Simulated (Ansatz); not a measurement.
# KOH (SMILES [OH][K]) at 3 levels

We compute a comparison of 3 runs (HF/3-21G, PBE0/def2-SVP, PBE0/6-311G**) of KOH. 

The results are computed with Ansatz 0.2.0.

5 further runs of the same task are left out: 1 for a known fault of the program, 2 that didn't finish, 2 set aside as unsound or not needed.

### 1 The system as given

The species is KOH (3 atoms), meant as a singlet with charge 0. SMILES: `[OH][K]`. Geometry: relaxed at PBE0-D4/def2-TZVP.

Bond lengths: O1–K2 2.210 Å, O1–H3 0.955 Å. Angles: K2–O1–H3 180.0°.

### 2 Energy and gradient at HF/3-21G (run 1)

in.yaml

```yaml
crystal:
  periodic: [false, false, false]
  atoms:
    - symbol: O
      position_ang: [-0.368800, 0.046800, -0.196900]
    - symbol: K
      position_ang: [1.559600, -0.315600, 0.819400]
    - symbol: H
      position_ang: [-1.201800, 0.204000, -0.635700]
basis:
  gaussian:
    orbitals: 3-21G.json
accuracy: high
output: {forces: true, orbitals: {seedname: orbitals}}
hamiltonian:
  xc: hf
```

The basis set 3-21G is read from a file made from the Basis Set Exchange's data (not shown).

Launch:

```sh
ansatz run in.yaml --threads 1 --pin off --max-ram 2610MiB --events-out events.jsonl --progress --plain --runs-dir runs
```

Log:

```text
Warning: RAYON_NUM_THREADS=1 ignored (pool sized by the plan → 1); use --threads N
Functional definition: HF
  name "HF"
  exchange = exact_x
  correlation = 0
535 factors; integrals over basis functions are off by at most 6.9e-9 eV
mean field evaluation 1: about -18258.8972 eV, gradient 4.6e1 eV
mean field evaluation 2: about -18258.9081 eV, gradient 4.6e1 eV
mean field evaluation 4: about -18262.5588 eV, gradient 3.2e0 eV
mean field evaluation 8: about -18262.5875 eV, gradient 8.4e-2 eV
mean field -18262.58761231 eV, -671.1377159259 hartree, gradient 7.6e-8 eV, S^2 0.000000; 0 other end points of the search recorded, 0 dependent functions left out
the calculation of the forces begins
reference -18262.58761231 eV, -671.1377159259 hartree; 14, 14 occupied and 14, 14 virtual orbitals, 535 factors
Total energy: -18262.58761231 eV, -671.1377159259 hartree
Atom 0 at    -0.368800     0.046800    -0.196900 Å, force     0.545572    -0.102497     0.287535 eV/Å
Atom 1 at     1.559600    -0.315600     0.819400 Å, force     0.176759    -0.033399     0.093098 eV/Å
Atom 2 at    -1.201800     0.204000    -0.635700 Å, force    -0.722330     0.135896    -0.380634 eV/Å
Dipole moment:     1.340289    -0.251688     0.706415 e Å
```

Run time: 0.22 s. Hardware: 1 thread of Intel Xeon 6975P-C (Granite Rapids), shared host.

### 3 Energy and forces at PBE0/def2-SVP (run 2)

molecule.yaml

```yaml
crystal:
  periodic: [false, false, false]
  atoms:
    - {symbol: O, position_ang: [-0.368800, 0.046800, -0.196900]}
    - {symbol: K, position_ang: [1.559600, -0.315600, 0.819400]}
    - {symbol: H, position_ang: [-1.201800, 0.204000, -0.635700]}
basis:
  gaussian: {orbitals: def2-SVP}
accuracy: high
hamiltonian: {xc: pbe0}
output: {forces: true, orbitals: {seedname: orbitals}}
```

Launch:

```sh
ansatz run molecule.yaml --threads 1 --pin off --max-ram 2610MiB --events-out events.jsonl --progress --plain --runs-dir runs
```

Log:

```text
Warning: RAYON_NUM_THREADS=1 ignored (pool sized by the plan → 1); use --threads N
Functional definition: PBE0
  name "PBE0"
  parameter a = 0.25
  parameter kappa = 0.804
  parameter beta = 0.06672455060314922
  exchange = (1 - a)*pbe_x(kappa = kappa, mu = beta*pi^2/3) + a*exact_x
  correlation = pbe_c(beta = beta)
778 factors; integrals over basis functions are off by at most 3.8e-9 eV
mean field evaluation 1: about -18369.9912 eV, gradient 6.3e1 eV
mean field evaluation 2: about -18232.3963 eV, gradient 1.6e2 eV
mean field evaluation 4: about -18377.4541 eV, gradient 6.6e0 eV
mean field evaluation 8: about -18377.5476 eV, gradient 2.7e-1 eV
mean field evaluation 16: about -18377.5477 eV, gradient 1.1e-6 eV
mean field -18377.54770056 eV, -675.3624212463 hartree, gradient 3.6e-8 eV, S^2 0.000000; 0 other end points of the search recorded, 0 dependent functions left out
the calculation of the forces begins
reference -18377.54770592 eV, -675.3624214432 hartree; 14, 14 occupied and 29, 29 virtual orbitals, 778 factors
Total energy: -18377.54770592 eV, -675.3624214432 hartree
Atom 0 at    -0.368800     0.046800    -0.196900 Å, force     0.479860    -0.089914     0.252977 eV/Å
Atom 1 at     1.559600    -0.315600     0.819400 Å, force    -0.254912     0.047772    -0.134385 eV/Å
Atom 2 at    -1.201800     0.204000    -0.635700 Å, force    -0.224948     0.042143    -0.118593 eV/Å
Dipole moment:     1.188030    -0.223112     0.626160 e Å
```

It took 1.3 s on 1 thread of Intel Xeon 6975P-C (Granite Rapids), shared host.

### 4 Energy and gradient at PBE0/6-311G(d,p) (run 3)

job.yaml

```yaml
crystal:
  periodic: [false, false, false]
  atoms:
    - {symbol: O, position_ang: [-0.368800, 0.046800, -0.196900]}
    - {symbol: K, position_ang: [1.559600, -0.315600, 0.819400]}
    - {symbol: H, position_ang: [-1.201800, 0.204000, -0.635700]}
basis:
  gaussian: {orbitals: 6-311G_st__st_.json}
hamiltonian: {xc: {name: PBE0}}
accuracy: high
output: {forces: true, orbitals: {seedname: orbitals}}
```

The basis set 6-311G** is read from a file made from the Basis Set Exchange's data (not shown).

Launch:

```sh
ansatz run job.yaml --threads 1 --pin off --max-ram 2610MiB --events-out events.jsonl --progress --plain --runs-dir runs
```

Log:

```text
Warning: RAYON_NUM_THREADS=1 ignored (pool sized by the plan → 1); use --threads N
[... 7 set-up lines as earlier in the session ...]
1018 factors; integrals over basis functions are off by at most 1.9e-8 eV
mean field evaluation 1: about -18374.0248 eV, gradient 6.7e1 eV
mean field evaluation 2: about -18236.9133 eV, gradient 1.6e2 eV
mean field evaluation 4: about -18381.5059 eV, gradient 1.4e1 eV
mean field evaluation 8: about -18381.8813 eV, gradient 4.6e-1 eV
mean field evaluation 16: about -18381.8817 eV, gradient 5.7e-7 eV
mean field -18381.88168206 eV, -675.5216921288 hartree, gradient 7.1e-8 eV, S^2 0.000000; 0 other end points of the search recorded, 0 dependent functions left out
the calculation of the forces begins
reference -18381.88168605 eV, -675.5216922755 hartree; 14, 14 occupied and 49, 49 virtual orbitals, 1018 factors
Total energy: -18381.88168605 eV, -675.5216922755 hartree
Atom 0 at    -0.368800     0.046800    -0.196900 Å, force     0.417337    -0.078215     0.220011 eV/Å
Atom 1 at     1.559600    -0.315600     0.819400 Å, force    -0.407965     0.076601    -0.215025 eV/Å
Atom 2 at    -1.201800     0.204000    -0.635700 Å, force    -0.009372     0.001614    -0.004985 eV/Å
Dipole moment:     1.157241    -0.217307     0.609940 e Å
```

Run time: 1.8 s. Hardware: 1 thread of Intel Xeon 6975P-C (Granite Rapids), shared host.

### 5 All runs side by side

```csv
run,level,energy (Eh),dipole moment (D),HOMO energy (eV),LUMO energy (eV),wall time
1,HF/3-21G,-671.137716,7.38,-6.89,-0.06,0.22 s
2,PBE0/def2-SVP,-675.362421,6.54,-4.28,-0.91,1.3 s
3,PBE0/6-311G**,-675.521692,6.37,-4.27,-0.96,1.8 s
```

### 6 Results

| quantity | value |
| --- | --- |
| run 3: total energy | -675.52169 Eh |
| run 3: dipole moment | 6.37 D |
| run 3: HOMO energy | -4.27 eV |
| run 3: LUMO energy | -0.96 eV |
| run 3: HOMO–LUMO gap | 3.31 eV |
| run 3: largest force on an atom | 0.478 eV/Å |

**Reading.** The dipole moment (its size) runs from 6.37 D (PBE0/6-311G**) to 7.38 D (HF/3-21G). The two ends differ in method and basis. The HOMO–LUMO gap runs from 3.31 eV (PBE0/6-311G**) to 6.83 eV (HF/3-21G). All runs together took 3.4 s, the longest 1.8 s.
